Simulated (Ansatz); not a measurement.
# C3H9BO: a ladder of functionals and wavefunction methods

An exercise on one series of results from a longer session: the logs are not shown, and one member is left open.

Computed with Ansatz 0.2.0, Gaussian basis. Level: functionals in def2-TZVPP, the program's frozen cores in correlated methods.

Levels to be run: PBE-D4, r2SCAN-D4, PBE0-D4, B3LYP-D4, ωB97X-V, ωB97M-V, B2PLYP; CCSD(T)/def2-TZVPP; MP2/def2-QZVPP; extrapolation to the limit.

## The relaxed structure

All runs share one geometry, relaxed beforehand with PBE0-D4 in a triple-zeta def2 set.

SMILES `CCCBO`, 14 atoms, charge 0, spin multiplicity 1.

Atoms are counted from 1 here; the program's logs count them from 0.

Bond lengths: C1–C2 1.520 Å, C1–H6 1.093 Å, C1–H7 1.093 Å, C1–H8 1.093 Å, C2–C3 1.523 Å, C2–H9 1.098 Å, C2–H10 1.098 Å, C3–B4 1.569 Å, C3–H11 1.100 Å, C3–H12 1.100 Å, B4–O5 1.354 Å, B4–H13 1.201 Å, O5–H14 0.963 Å. Angles: C2–C1–H6 110.9°, C2–C1–H7 111.8°, C2–C1–H8 110.9°, H6–C1–H7 107.8°, H6–C1–H8 107.4°, H7–C1–H8 107.8°, C1–C2–C3 113.5°, C1–C2–H9 108.8°, C1–C2–H10 108.8°, C3–C2–H9 109.6°, C3–C2–H10 109.6°, H9–C2–H10 106.1°, C2–C3–B4 117.2°, C2–C3–H11 110.1°, C2–C3–H12 110.1°, B4–C3–H11 107.5°, B4–C3–H12 107.5°, H11–C3–H12 103.6° and more.

Set-up of the first run:

The input, in.yaml:

```yaml
crystal:
  periodic: [false, false, false]
  atoms:
    - {symbol: C, position_ang: [-1.462221, 1.049929, 0.783578]}
    - {symbol: C, position_ang: [-0.364180, 0.564061, -0.147722]}
    - {symbol: C, position_ang: [0.332105, -0.699361, 0.341907]}
    - {symbol: B, position_ang: [1.481813, -1.277314, -0.556131]}
    - {symbol: O, position_ang: [1.868605, -0.708441, -1.722635]}
    - {symbol: H, position_ang: [-2.235518, 0.286553, 0.905317]}
    - {symbol: H, position_ang: [-1.942660, 1.956103, 0.406998]}
    - {symbol: H, position_ang: [-1.060978, 1.271241, 1.776338]}
    - {symbol: H, position_ang: [0.373831, 1.366740, -0.274514]}
    - {symbol: H, position_ang: [-0.795263, 0.386442, -1.141533]}
    - {symbol: H, position_ang: [0.747722, -0.536748, 1.347099]}
    - {symbol: H, position_ang: [-0.404097, -1.502217, 0.493683]}
    - {symbol: H, position_ang: [2.082812, -2.269020, -0.244795]}
    - {symbol: H, position_ang: [1.365029, 0.082930, -1.938790]}
basis:
  gaussian: {orbitals: def2-TZVPP}
hamiltonian: {xc: pbe, dispersion: d4}
output: {forces: true, orbitals: {seedname: orbitals}}
```

Run with:

```bash
ansatz run in.yaml --threads 4 --pin off --events-out ev --progress --plain --max-ram 10444MiB
```

Among the steps run: PBE-D4 (GGA); r2SCAN-D4 (meta-GGA); PBE0-D4 (hybrid); B3LYP-D4 (hybrid); ωB97X-V (range-separated); ωB97M-V (range-separated); B2PLYP (double hybrid); CCSD(T) in def2-TZVPP; MP2 in def2-QZVPP.

One table of the session follows, with a row left open; its other results are not shown here.

| method | atoms, summed (eV) | atomisation energy (kJ/mol) |
| --- | --- | --- |
| PBE-D4 | -5918.591 | 5656.0 |
| r2SCAN-D4 | -5923.741 | 5581.8 |
| PBE0-D4 | -5920.172 | 5586.8 |
| B3LYP-D4 | -5928.219 | 5569.2 |
| ωB97X-V | -5925.726 | 5565.6 |
| ωB97M-V | -5924.271 | 5581.6 |
| B2PLYP | -5922.721 | 5518.4 |
| HF/def2-TZVPP | -5902.794 | 4227.7 |
| MP2/def2-TZVPP | ? | ? |
| CCSD/def2-TZVPP | -5915.913 | 5377.6 |
| CCSD(T)/def2-TZVPP | -5916.192 | 5441.0 |
| MP2/CBS | -5915.146 | 5627.1 |
| CCSD(T)/CBS | -5918.108 | 5557.4 |

Estimate the missing values for MP2/def2-TZVPP.

As computed: atoms, summed (eV): -5913.230; atomisation energy (kJ/mol): 5510.7. In the column «atoms, summed (eV)» it lies between MP2/CBS (-5915.146) and HF/def2-TZVPP (-5902.794).

Limits of these values: Free atoms (3 C, 1 B, 1 O, 9 H) were run apart at each level; the atomisation energy is their sum less the molecule, without zero-point or spin-orbit terms.
